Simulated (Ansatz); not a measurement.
# CH₆BSn+ (SMILES B[CH2][SnH2+]): single points off equilibrium

An exercise on one series of results from a longer session: the logs are not shown, and one member is left open.

Program: Ansatz 0.2.0, Gaussian basis. Level of theory: single points in def2-TZVPP. These are calculated values, not measurements.

Correlated methods freeze the cores. Filled d shells of the heavier atoms are correlated. Core potentials replace the inner electrons past krypton, and spin-orbit coupling is left out.

## The system as given

SMILES `B[CH2][SnH2+]`, 9 atoms, charge 1, spin multiplicity 1.

Atoms are counted from 1 here; the program's logs count them from 0.

Bond lengths: B1–C2 1.537 Å, B1–H4 1.325 Å, B1–H5 1.076 Å, C2–Sn3 2.321 Å, C2–H6 1.133 Å, C2–H7 1.073 Å, Sn3–H8 1.938 Å, Sn3–H9 1.779 Å. Angles: C2–B1–H4 122.2°, C2–B1–H5 123.6°, H4–B1–H5 113.5°, B1–C2–Sn3 116.8°, B1–C2–H6 105.2°, B1–C2–H7 119.8°, Sn3–C2–H6 99.9°, Sn3–C2–H7 103.6°, H6–C2–H7 109.7°, C2–Sn3–H8 117.4°, C2–Sn3–H9 128.9°, H8–Sn3–H9 113.5°.

Coordinates:

```xyz
9

B    -0.5272    0.4528   -1.4476
C     0.2830    0.7731   -0.1817
Sn    0.2860   -0.8347    1.4921
H    -0.8327   -0.7882   -1.7958
H    -0.7581    1.1801   -2.2056
H     1.3687    0.7227   -0.5028
H     0.1050    1.6896    0.3479
H    -0.1719   -2.6485    0.9870
H     0.5425   -0.6284    3.2408
```

Set-up of the first run:

The input, run/in.yaml:

```yaml
crystal:
  periodic: [false, false, false]
  atoms:
    - {symbol: B, position_ang: [-0.527200, 0.452800, -1.447600]}
    - {symbol: C, position_ang: [0.283000, 0.773100, -0.181700]}
    - {symbol: Sn, position_ang: [0.286000, -0.834700, 1.492100]}
    - {symbol: H, position_ang: [-0.832700, -0.788200, -1.795800]}
    - {symbol: H, position_ang: [-0.758100, 1.180100, -2.205600]}
    - {symbol: H, position_ang: [1.368700, 0.722700, -0.502800]}
    - {symbol: H, position_ang: [0.105000, 1.689600, 0.347900]}
    - {symbol: H, position_ang: [-0.171900, -2.648500, 0.987000]}
    - {symbol: H, position_ang: [0.542500, -0.628400, 3.240800]}
basis:
  gaussian: {orbitals: def2-TZVPP}
total_charge: 1
correlation: {method: ccsd_t}
output: {forces: true}
```

The command line of these runs was not kept.

Steps of the session up to this table: CCSD(T)/def2-TZVPP; PBE0-D4/def2-TZVPP; wB97M-V/def2-TZVPP; r2SCAN-D4/def2-TZVPP; PBE-D4/def2-TZVPP; r2SCAN0-D4/def2-TZVPP; BLYP-D4/def2-TZVPP.

One of the session's tables, all rows but one given; the rest of the session is left out.

```
    method  RMS force component (eV/Å)  angle to CCSD(T) forces (°)
   CCSD(T)                       1.513                    reference
   PBE0-D4                       1.492                          5.9
   wB97M-V                           ?                            ?
 r2SCAN-D4                       1.471                          7.3
    PBE-D4                       1.450                         10.6
r2SCAN0-D4                       1.504                          5.0
   BLYP-D4                       1.399                         10.2
```

Estimate the missing values for wB97M-V.

**Answer.** RMS force component (eV/Å): 1.491; angle to CCSD(T) forces (°): 3.2. In the column «RMS force component (eV/Å)» it lies between r2SCAN-D4 (1.471) and PBE0-D4 (1.492).
